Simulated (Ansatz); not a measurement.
# C4H12Ge (SMILES CC(C)C[GeH3]): levels of theory compared

We compute a comparison of 6 runs (HF/STO-3G, B2PLYP/6-31G, B3LYP/6-31G*, PBE/def2-TZVP, MP2/3-21G, MP2/aug-cc-pVDZ) of C4H12Ge. 

The calculation is run with Ansatz 0.2.0.

5 further runs of the same task are left out: 3 for a known fault of the program, 2 that didn't finish. Runs told in other sessions of the task aren't counted.

## (1) The molecule

C4H12Ge: 17 atoms, total charge 0, spin state singlet. SMILES: `CC(C)C[GeH3]`. Geometry: relaxed at PBE0-D4/def2-TZVP. This is one conformer, not always the lowest.

Bond lengths: C1–C2 1.522 Å, C2–C3 1.523 Å, C2–C4 1.528 Å, C4–Ge5 1.962 Å, C1–H6 1.093 Å, C1–H7 1.093 Å, C1–H8 1.095 Å, C2–H9 1.098 Å, C3–H10 1.095 Å, C3–H11 1.093 Å, C3–H12 1.093 Å, C4–H13 1.094 Å, C4–H14 1.096 Å, Ge5–H15 1.540 Å, Ge5–H16 1.540 Å, Ge5–H17 1.542 Å. Some angles: C1–C2–C3 110.6°, C1–C2–C4 112.0°, C3–C2–C4 110.5°, C2–C4–Ge5 115.3°, C1–C2–H9 107.9°, C3–C2–H9 107.8°, C4–C2–H9 108.0°, C2–C1–H6 112.1°, C2–C1–H7 111.0°, C2–C1–H8 110.6°.

## (2) Energy and forces at HF/STO-3G (run 1)

in.yaml

```yaml
basis:
  gaussian: {orbitals: STO-3G}
crystal:
  periodic: [false, false, false]
  atoms:
    - {symbol: C, position_ang: [-1.065300, 0.017030, 1.152400]}
    - {symbol: C, position_ang: [0.340480, -0.122320, 0.586260]}
    - {symbol: C, position_ang: [1.025400, -1.359130, 1.152850]}
    - {symbol: C, position_ang: [0.339950, -0.164700, -0.940670]}
    - {symbol: Ge, position_ang: [-0.357840, 1.442150, -1.825170]}
    - {symbol: H, position_ang: [-1.552680, 0.937300, 0.820530]}
    - {symbol: H, position_ang: [-1.049160, 0.026690, 2.244940]}
    - {symbol: H, position_ang: [-1.693240, -0.822160, 0.835830]}
    - {symbol: H, position_ang: [0.919680, 0.755880, 0.900570]}
    - {symbol: H, position_ang: [0.479460, -2.264940, 0.870230]}
    - {symbol: H, position_ang: [2.047150, -1.455690, 0.777150]}
    - {symbol: H, position_ang: [1.069230, -1.323890, 2.244770]}
    - {symbol: H, position_ang: [1.359330, -0.310640, -1.311300]}
    - {symbol: H, position_ang: [-0.243350, -1.023440, -1.291830]}
    - {symbol: H, position_ang: [0.040890, 1.437230, -3.312590]}
    - {symbol: H, position_ang: [-1.892890, 1.528870, -1.742710]}
    - {symbol: H, position_ang: [0.232900, 2.701760, -1.161270]}
hamiltonian: {xc: hf}
accuracy: high
output: {forces: true, orbitals: {seedname: orbitals}}
```

Started as:

```sh
$ ansatz run in.yaml --threads 1 --pin off --max-ram 3480MiB --events-out events.jsonl --progress --plain --runs-dir runs
```

Log:

```text
Warning: RAYON_NUM_THREADS=1 ignored (pool sized by the plan → 1); use --threads N
Functional definition: HF
  name "HF"
  exchange = exact_x
  correlation = 0
1013 factors; integrals over basis functions are off by at most 5.9e-9 eV
mean field evaluation 1: about -60092.3958 eV, gradient 1.4e1 eV
mean field evaluation 2: about -60092.6958 eV, gradient 1.4e1 eV
mean field evaluation 4: about -60093.5772 eV, gradient 7.2e-1 eV
mean field evaluation 8: about -60093.5789 eV, gradient 7.0e-7 eV
mean field -60093.57888768 eV, -2208.3982912316 hartree, gradient 5.0e-8 eV, S^2 0.000000; 0 other end points of the search recorded, 0 dependent functions left out
the calculation of the forces begins
reference -60093.57888768 eV, -2208.3982912316 hartree; 34, 34 occupied and 16, 16 virtual orbitals, 1013 factors
Total energy: -60093.57888768 eV, -2208.3982912316 hartree
Atom 0 at    -1.065300     0.017030     1.152400 Å, force    -1.370426    -0.026038     0.542246 eV/Å
Atom 1 at     0.340480    -0.122320     0.586260 Å, force     0.742859     0.954657     0.148988 eV/Å
Atom 2 at     1.025400    -1.359130     1.152850 Å, force     0.505939    -1.218074     0.551587 eV/Å
Atom 3 at     0.339950    -0.164700    -0.940670 Å, force    -0.366490     0.515695    -1.932204 eV/Å
Atom 4 at    -0.357840     1.442150    -1.825170 Å, force    -0.478954     1.334530    -0.652594 eV/Å
Atom 5 at    -1.552680     0.937300     0.820530 Å, force     0.231195    -0.269365     0.096220 eV/Å
Atom 6 at    -1.049160     0.026690     2.244940 Å, force     0.033502    -0.001580    -0.312025 eV/Å
Atom 7 at    -1.693240    -0.822160     0.835830 Å, force     0.224637     0.290101     0.121693 eV/Å
Atom 8 at     0.919680     0.755880     0.900570 Å, force    -0.156322    -0.267149    -0.033101 eV/Å
Atom 9 at     0.479460    -2.264940     0.870230 Å, force     0.191618     0.311510     0.098257 eV/Å
Atom 10 at     2.047150    -1.455690     0.777150 Å, force    -0.302942     0.087339     0.094911 eV/Å
Atom 11 at     1.069230    -1.323890     2.244770 Å, force    -0.013575     0.024336    -0.323246 eV/Å
Atom 12 at     1.359330    -0.310640    -1.311300 Å, force    -0.350194    -0.070705     0.318374 eV/Å
Atom 13 at    -0.243350    -1.023440    -1.291830 Å, force     0.325262     0.267613     0.273791 eV/Å
Atom 14 at     0.040890     1.437230    -3.312590 Å, force    -0.502568    -0.043911     2.005611 eV/Å
Atom 15 at    -1.892890     1.528870    -1.742710 Å, force     2.068178    -0.176556    -0.098950 eV/Å
Atom 16 at     0.232900     2.701760    -1.161270 Å, force    -0.781719    -1.712403    -0.899559 eV/Å
Dipole moment:     0.013199    -0.029962     0.001402 e Å
```

Run time: 2 s. Hardware: 1 thread of Intel Xeon 6975P-C (Granite Rapids), shared host; peak memory 0.14 GiB.

## (3) Energy and forces at B2PLYP/6-31G (run 2)

run.yaml

```yaml
crystal:
  periodic: [false, false, false]
  atoms:
    - {symbol: C, position_ang: [-1.065300, 0.017030, 1.152400]}
    - {symbol: C, position_ang: [0.340480, -0.122320, 0.586260]}
    - {symbol: C, position_ang: [1.025400, -1.359130, 1.152850]}
    - {symbol: C, position_ang: [0.339950, -0.164700, -0.940670]}
    - {symbol: Ge, position_ang: [-0.357840, 1.442150, -1.825170]}
    - {symbol: H, position_ang: [-1.552680, 0.937300, 0.820530]}
    - {symbol: H, position_ang: [-1.049160, 0.026690, 2.244940]}
    - {symbol: H, position_ang: [-1.693240, -0.822160, 0.835830]}
    - {symbol: H, position_ang: [0.919680, 0.755880, 0.900570]}
    - {symbol: H, position_ang: [0.479460, -2.264940, 0.870230]}
    - {symbol: H, position_ang: [2.047150, -1.455690, 0.777150]}
    - {symbol: H, position_ang: [1.069230, -1.323890, 2.244770]}
    - {symbol: H, position_ang: [1.359330, -0.310640, -1.311300]}
    - {symbol: H, position_ang: [-0.243350, -1.023440, -1.291830]}
    - {symbol: H, position_ang: [0.040890, 1.437230, -3.312590]}
    - {symbol: H, position_ang: [-1.892890, 1.528870, -1.742710]}
    - {symbol: H, position_ang: [0.232900, 2.701760, -1.161270]}
basis:
  gaussian:
    orbitals: 6-31G-spherical.json
hamiltonian:
  xc: {name: B2PLYP}
correlation:
  frozen_orbitals: {C: 1, Ge: 9, H: 0}
accuracy: high
output: {forces: true, orbitals: {seedname: orbitals}}
```

The basis set 6-31G is read from a file made from the Basis Set Exchange's data (not shown).

Started as:

```sh
$ ansatz run run.yaml --threads 1 --pin off --max-ram 3480MiB --events-out events.jsonl --progress --plain --runs-dir runs
```

Log:

```text
Warning: RAYON_NUM_THREADS=1 ignored (pool sized by the plan → 1); use --threads N
Functional definition: B2PLYP
  name "B2PLYP"
  parameter a = 0.53
  parameter c = 0.27
  exchange = (1 - a)*b88_x + a*exact_x
  correlation = (1 - c)*lyp_c + c*(mp2_os + mp2_ss)
2256 factors; integrals over basis functions are off by at most 7.5e-9 eV
mean field evaluation 1: about -60823.9048 eV, gradient 4.1e1 eV
mean field evaluation 2: about -60823.9662 eV, gradient 4.1e1 eV
mean field evaluation 4: about -60828.0809 eV, gradient 2.4e0 eV
mean field evaluation 8: about -60828.0970 eV, gradient 2.8e-2 eV
mean field evaluation 16: about -60828.0970 eV, gradient 1.5e-6 eV
mean field -60828.09699665 eV, -2235.3913338619 hartree, gradient 7.8e-8 eV, S^2 0.000000; 0 other end points of the search recorded, 0 dependent functions left out
13 core orbitals not correlated: weight in the atoms' cores, before any rotation towards them, 1.000 or more for the frozen orbitals, at most 0.000 for the correlated occupied ones
reference -60828.09702664 eV, -2235.3913349640 hartree; 21, 21 occupied and 53, 53 virtual orbitals, 2256 factors
second order -19.29109755 eV of doubles, -0.00000000 eV of singles
the calculation of the forces begins
Total energy: -60833.30562298 eV, -2235.5827473489 hartree
Atom 0 at    -1.065300     0.017030     1.152400 Å, force    -0.432593     0.058440     0.187901 eV/Å
Atom 1 at     0.340480    -0.122320     0.586260 Å, force     0.177872     0.266498     0.042370 eV/Å
Atom 2 at     1.025400    -1.359130     1.152850 Å, force     0.213551    -0.362642     0.176662 eV/Å
Atom 3 at     0.339950    -0.164700    -0.940670 Å, force     0.019962    -0.019922    -0.414341 eV/Å
Atom 4 at    -0.357840     1.442150    -1.825170 Å, force    -0.063365     0.134700    -0.071549 eV/Å
Atom 5 at    -1.552680     0.937300     0.820530 Å, force    -0.045145     0.082300    -0.005585 eV/Å
Atom 6 at    -1.049160     0.026690     2.244940 Å, force    -0.003418     0.002900     0.115061 eV/Å
Atom 7 at    -1.693240    -0.822160     0.835830 Å, force    -0.058744    -0.086756    -0.029755 eV/Å
Atom 8 at     0.919680     0.755880     0.900570 Å, force     0.063686     0.097707     0.031260 eV/Å
Atom 9 at     0.479460    -2.264940     0.870230 Å, force    -0.053183    -0.091284    -0.027578 eV/Å
Atom 10 at     2.047150    -1.455690     0.777150 Å, force     0.108915    -0.008846    -0.032025 eV/Å
Atom 11 at     1.069230    -1.323890     2.244770 Å, force     0.012827     0.001099     0.112659 eV/Å
Atom 12 at     1.359330    -0.310640    -1.311300 Å, force     0.117838    -0.024500    -0.018851 eV/Å
Atom 13 at    -0.243350    -1.023440    -1.291830 Å, force    -0.058552    -0.098992    -0.006397 eV/Å
Atom 14 at     0.040890     1.437230    -3.312590 Å, force     0.023912    -0.000892    -0.078625 eV/Å
Atom 15 at    -1.892890     1.528870    -1.742710 Å, force    -0.060443    -0.000244    -0.008431 eV/Å
Atom 16 at     0.232900     2.701760    -1.161270 Å, force     0.036880     0.050435     0.027224 eV/Å
Dipole moment:     0.061217    -0.138946     0.098596 e Å
```

It took 26 s on 1 thread of Intel Xeon 6975P-C (Granite Rapids), shared host; peak memory 0.43 GiB.

Runs 3 to 5 aren't shown in full; the table further down has their settings and results.

## (4) Energy and gradient at MP2/aug-cc-pVDZ (run 6)

Changes to in.yaml since step 2:

```diff
@@ -1,3 +1 @@
-basis:
-  gaussian: {orbitals: STO-3G}
 crystal:
@@ -22,3 +20,8 @@
     - {symbol: H, position_ang: [0.232900, 2.701760, -1.161270]}
-hamiltonian: {xc: hf}
+basis:
+  gaussian:
+    orbitals: aug-cc-pVDZ
+correlation:
+  method: mp2
+  frozen_orbitals: {C: 1, Ge: 9, H: 0}
 accuracy: high
```

Started as:

```sh
$ ansatz run in.yaml --threads 1 --pin off --max-ram 3480MiB --events-out events.jsonl --progress --plain --runs-dir runs
```

Log:

```text
Warning: RAYON_NUM_THREADS=1 ignored (pool sized by the plan → 1); use --threads N
[... 4 set-up lines as earlier in the session ...]
4637 factors; integrals over basis functions are off by at most 4.5e-9 eV
mean field evaluation 1: about -60779.1356 eV, gradient 4.4e1 eV
mean field evaluation 2: about -60779.1398 eV, gradient 4.4e1 eV
mean field evaluation 4: about -60784.7539 eV, gradient 4.6e0 eV
mean field evaluation 8: about -60784.8373 eV, gradient 3.7e-2 eV
mean field -60784.83730235 eV, -2233.8015694188 hartree, gradient 1.9e-8 eV, S^2 0.000000; 0 other end points of the search recorded, 0 dependent functions left out
13 core orbitals not correlated: weight in the atoms' cores, before any rotation towards them, 1.000 or more for the frozen orbitals, at most 0.000 for the correlated occupied ones
reference -60784.83730235 eV, -2233.8015694188 hartree; 21, 21 occupied and 202, 202 virtual orbitals, 4637 factors
second order -20.29404280 eV of doubles, -0.00000000 eV of singles
the calculation of the forces begins
Total energy: -60805.13134515 eV, -2234.5473617359 hartree
Atom 0 at    -1.065300     0.017030     1.152400 Å, force    -0.072316     0.003675    -0.002665 eV/Å
Atom 1 at     0.340480    -0.122320     0.586260 Å, force     0.072289     0.053586     0.007408 eV/Å
Atom 2 at     1.025400    -1.359130     1.152850 Å, force     0.014866    -0.060855     0.035255 eV/Å
Atom 3 at     0.339950    -0.164700    -0.940670 Å, force    -0.118070     0.185329    -0.110084 eV/Å
Atom 4 at    -0.357840     1.442150    -1.825170 Å, force    -0.086252     0.193792    -0.100541 eV/Å
Atom 5 at    -1.552680     0.937300     0.820530 Å, force    -0.129890     0.280491    -0.091145 eV/Å
Atom 6 at    -1.049160     0.026690     2.244940 Å, force     0.009756     0.008534     0.327451 eV/Å
Atom 7 at    -1.693240    -0.822160     0.835830 Å, force    -0.168005    -0.255170    -0.110843 eV/Å
Atom 8 at     0.919680     0.755880     0.900570 Å, force     0.163519     0.251093     0.087628 eV/Å
Atom 9 at     0.479460    -2.264940     0.870230 Å, force    -0.179759    -0.254161    -0.098272 eV/Å
Atom 10 at     2.047150    -1.455690     0.777150 Å, force     0.304910    -0.016392    -0.113268 eV/Å
Atom 11 at     1.069230    -1.323890     2.244770 Å, force     0.016180     0.016825     0.329704 eV/Å
Atom 12 at     1.359330    -0.310640    -1.311300 Å, force     0.346854    -0.046881    -0.111788 eV/Å
Atom 13 at    -0.243350    -1.023440    -1.291830 Å, force    -0.196502    -0.294874    -0.088937 eV/Å
Atom 14 at     0.040890     1.437230    -3.312590 Å, force    -0.009025    -0.001340     0.043158 eV/Å
Atom 15 at    -1.892890     1.528870    -1.742710 Å, force     0.045578    -0.018319     0.000472 eV/Å
Atom 16 at     0.232900     2.701760    -1.161270 Å, force    -0.014134    -0.045331    -0.003533 eV/Å
Dipole moment:     0.063094    -0.126476     0.102065 e Å
```

Wall time 96 s (1 thread of Intel Xeon 6975P-C (Granite Rapids), shared host); peak memory 2.1 GiB.

## (5) The series

```csv
run,level,frozen core orbitals,Cartesian functions,energy (Eh),dipole moment (D),HOMO energy (eV),LUMO energy (eV),wall time
1,HF/STO-3G,–,no,-2208.398291,0.16,-9.55,12.95,2 s
2,B2PLYP/6-31G,13,no,-2235.582747,0.87,-9.19,2.34,26 s
3,B3LYP/6-31G* (Cartesian functions),–,yes,-2236.413701,0.90,-7.84,1.15,17 s
4,PBE/def2-TZVP,–,no,-2236.145261,0.90,-7.01,0.03,41 s
5,MP2/3-21G,13,no,-2223.347303,0.84,-11.02,4.82,6.9 s
6,MP2/aug-cc-pVDZ,13,no,-2234.547362,0.84,-11.09,0.96,96 s
```

## (6) Results

| quantity | value |
| --- | --- |
| run 6: total energy | -2234.54736 Eh |
| run 6: dipole moment (correlated density) | 0.84 D |
| run 6: HOMO energy (Hartree–Fock orbitals) | -11.09 eV |
| run 6: LUMO energy (Hartree–Fock orbitals) | 0.96 eV |
| run 6: HOMO–LUMO gap (Hartree–Fock orbitals) | 12.05 eV |
| run 6: correlation energy (13 core orbitals frozen) | -745.8 mEh |
| run 6: largest force on an atom | 0.367 eV/Å |

**Reading.** The dipole moment (its size) runs from 0.16 D (HF/STO-3G) to 0.90 D (B3LYP/6-31G*). The two ends differ in method and basis. Over runs 1, 2, 3, 4 the HOMO–LUMO gap runs from 7.03 eV (PBE/def2-TZVP) to 22.51 eV (HF/STO-3G). Totals of different functionals can't be ranked against each other. In run 1 the basis is minimal, so the values are rough. All runs together took 3.2 min, the longest 96 s.
